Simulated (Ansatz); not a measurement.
## Hg, space group P6_3/mmc: an SCF with some post-processing, step by step

With the Python package of Ansatz (0.2.0).

Notebook, run cell by cell (the value of a cell's last expression is shown):

```python
from pathlib import Path
import itertools
import warnings

import ansatz as az
from ase.data import atomic_numbers
from ase.io.cube import read_cube_data
from ase.units import Bohr
import numpy as np
from pymatgen.analysis.ewald import EwaldSummation
from pymatgen.core import Structure
import spglib
```

```python
warnings.simplefilter("ignore", az.DeckWarning)

lattice = az.Lattice.of(
    (3.441941, 0.0, 0.0),
    (-1.72097, 2.980808, 0.0),
    (0.0, 0.0, 11.062331),
)
sites = [
    ("Hg", (0.0, 0.0, 0.0)),
    ("Hg", (1 / 3, 2 / 3, 0.25)),
    ("Hg", (0.0, 0.0, 0.5)),
    ("Hg", (2 / 3, 1 / 3, 0.75)),
]
crystal = az.Crystal(lattice=lattice)
for symbol, position in sites:
    crystal = crystal.atom(symbol, position)
```

```python
crystal.resolved().sites[-1]
```

    Site(symbol='Hg', position=(0.6666666666666666, 0.3333333333333333, 0.75), moment=None, axis=None, held=None, saved=None)

```python
model = (
    crystal.calculation()
    .pseudopotentials("nc")
    .occupations("Marzari-Vanderbilt", width=0.15)
    .scf(self_checks="low")
    .functional(az.Functional.R2SCAN)
    .kpoints(spacing=0.38)
    .mixing("broyden")
    .density()
    .output_files(volumetric_format=["cube", "npy"])
    .density_of_states(energy_step=0.1)
)
history = []
res = model.session().plan().execute(on_event=lambda event: history.append(event["data"]["dr2_ev"]) if event["event"] == "scf_iter" else None)
r = res.report

r["free_energy_ev"]
```

    -18465.922536613925

```python
r["n_electrons"]
```

    80.0

```python
print("density residual by iteration (eV):", " ".join(f"{value:.1e}" for value in history[:40]))
```

    density residual by iteration (eV): 1.7e-01 3.0e-02 3.3e-04 1.8e-05 1.1e-06 6.1e-08 4.4e-09

```python
print(f"free energy      {r['free_energy_ev']:.5f} eV")
print(f"per atom         {r['free_energy_ev'] / len(res.lattice.sites):.5f} eV")
print(f"SCF iterations   {r['n_iterations']}  (converged: {r['converged']})")
```

    free energy      -18465.92254 eV
    per atom         -4616.48063 eV
    SCF iterations   7  (converged: True)

```python
final = Structure(res.lattice.cell_ang, [s.symbol for s in res.lattice.sites], [s.position_frac for s in res.lattice.sites])
# count neighbours out to a fixed multiple of the shortest distance
for index, (site, neighbours) in enumerate(zip(final, final.get_all_neighbors(5.5))):
    first = min(n.nn_distance for n in neighbours)
    shell = [n for n in neighbours if n.nn_distance < 1.2 * first]
    mean = sum(n.nn_distance for n in shell) / len(shell)
    print(f"atom {index} {site.specie.symbol}: {len(shell)} neighbours within 1.2 of the shortest distance, mean {mean:.3f} A")
```

    atom 0 Hg: 12 neighbours within 1.2 of the shortest distance, mean 3.424 A
    atom 1 Hg: 12 neighbours within 1.2 of the shortest distance, mean 3.424 A
    atom 2 Hg: 12 neighbours within 1.2 of the shortest distance, mean 3.424 A
    atom 3 Hg: 12 neighbours within 1.2 of the shortest distance, mean 3.424 A

```python
spg_cell = (res.lattice.cell_ang, [s.position_frac for s in res.lattice.sites], [atomic_numbers[s.symbol] for s in res.lattice.sites])
# the group found depends on the tolerance
found = spglib.get_symmetry_dataset(spg_cell, symprec=1e-3)
print(found.international, found.number, "point group", found.pointgroup)
for site, letter, group in zip(res.lattice.sites, found.wyckoffs, found.site_symmetry_symbols):
    print(f"  {site.symbol:2s} Wyckoff {letter}  site symmetry {group}")
```

    P6_3/mmc 194 point group 6/mmm
      Hg Wyckoff a  site symmetry -3m.
      Hg Wyckoff c  site symmetry -6m2
      Hg Wyckoff a  site symmetry -3m.
      Hg Wyckoff c  site symmetry -6m2

```python
# cube files hold the density in electrons per cubic bohr
folder = Path(res.write_results("cubes"))
print("\n".join((folder / "rho.cube").read_text().splitlines()[: 6 + 4]))
values, cube_atoms = read_cube_data(str(folder / "rho.cube"))
print("electrons from the file:", round(values.mean() * cube_atoms.get_volume() / Bohr ** 3, 3))

dos = res.density_of_states()
energy = np.asarray(dos.energies_ev) - dos.fermi_ev
states, count = np.asarray(dos.spin_summed_g_bin_mean_per_ev), np.asarray(dos.spin_summed_integrated)
g_fermi = float(np.interp(0.0, energy, states))
print(f"g(E_F) = {g_fermi:.3f} states/eV per cell")
# Sommerfeld coefficient of bare band electrons: pi^2 k_B^2 g / 3
gamma = np.pi ** 2 / 3 * 8.617333e-5 ** 2 * g_fermi * 96485.33e3 / len(res.lattice.sites)
print(f"bare Sommerfeld coefficient {gamma:.2f} mJ/(mol of atoms K^2)")
for low, high in ((-10, -6), (-6, -3), (-3, 0), (0, 3)):
    print(f"states between {low} and {high} eV: {np.interp(high, energy, count) - np.interp(low, energy, count):.3f}")
```

    ansatz rho
    values in e/bohr^3 (x slowest, z fastest)
        4    0.000000    0.000000    0.000000
       36    0.180676   -0.000000    0.000000
       36   -0.090338    0.156470    0.000000
      120    0.000000    0.000000    0.174206
       80   80.000000    0.000000    0.000000    0.000000
       80   80.000000    0.000000    3.755274    5.226194
       80   80.000000    0.000000    0.000000   10.452388
       80   80.000000    3.252163    1.877637   15.678582
    electrons from the file: 80.0
    g(E_F) = 0.017 states/eV per cell
    bare Sommerfeld coefficient 0.01 mJ/(mol of atoms K^2)
    states between -10 and -6 eV: 23.421
    states between -6 and -3 eV: 19.454
    states between -3 and 0 eV: 5.124
    states between 0 and 3 eV: 3.194

```python
# valence electrons inside a sphere about each atom
rho = res.density()
total = sum(channel.density_e_per_ang3 for channel in rho.channels[:2])
grid_cell = np.asarray(rho.fft_grid_basis) @ res.lattice.cell_ang
mesh = np.stack(np.meshgrid(*[np.arange(n) / n for n in rho.dims], indexing="ij"), axis=-1)
for site in res.lattice.sites:
    offset = mesh - site.position_ang @ np.linalg.inv(grid_cell)
    offset -= offset.round()
    distance = np.min([np.linalg.norm((offset + shift) @ grid_cell, axis=-1) for shift in itertools.product((-1, 0, 1), repeat=3)], axis=0)
    inside = [total[distance < radius].sum() * rho.cell_volume_ang3 / total.size for radius in (0.8, 1.0, 1.2)]
    print(site.symbol, "electrons within 0.8, 1.0, 1.2 A:", np.round(inside, 2))
```

    Hg electrons within 0.8, 1.0, 1.2 A: [13.34 16.04 17.58]
    Hg electrons within 0.8, 1.0, 1.2 A: [13.34 16.03 17.58]
    Hg electrons within 0.8, 1.0, 1.2 A: [13.34 16.04 17.58]
    Hg electrons within 0.8, 1.0, 1.2 A: [13.34 16.03 17.58]

```python
# check the ion-ion term with an independent Ewald sum
ions = final.copy()
ions.add_oxidation_state_by_site([r["n_electrons"] / len(ions)] * len(ions))
print(f"Ewald sum by pymatgen {EwaldSummation(ions).total_energy:.4f} eV, by the run {r['components']['e_ewald']:.4f} eV")
```

    Ewald sum by pymatgen -10908.0709 eV, by the run -10908.0709 eV

Caveats:
- These settings explore the input space; cutoff and mesh may be short of convergence.
- Such functionals run on norm-conserving files made under PBE, which can move pressures by some GPa.
- The mesh is modest for a metal, so energies can be off by several to tens of meV an atom and pressures by half a GPa or more; differences at equal mesh fare better.
- Spin-orbit coupling, which matters for elements this heavy, is left out.
- Grid values close to the nuclei reflect the PAW or pseudopotential construction, not the all-electron fields.
- This isn't the structure that Hg takes at ambient conditions.
- The computed bands are complete only to about 4.3 eV above the Fermi level; beyond that the density of states is undercounted.
- Run time: 16 s on 1 thread of Arm Neoverse V2, on a shared host, peak memory 0.63 GiB.

(Lines on the test bed's own set-up are left out of the output.)
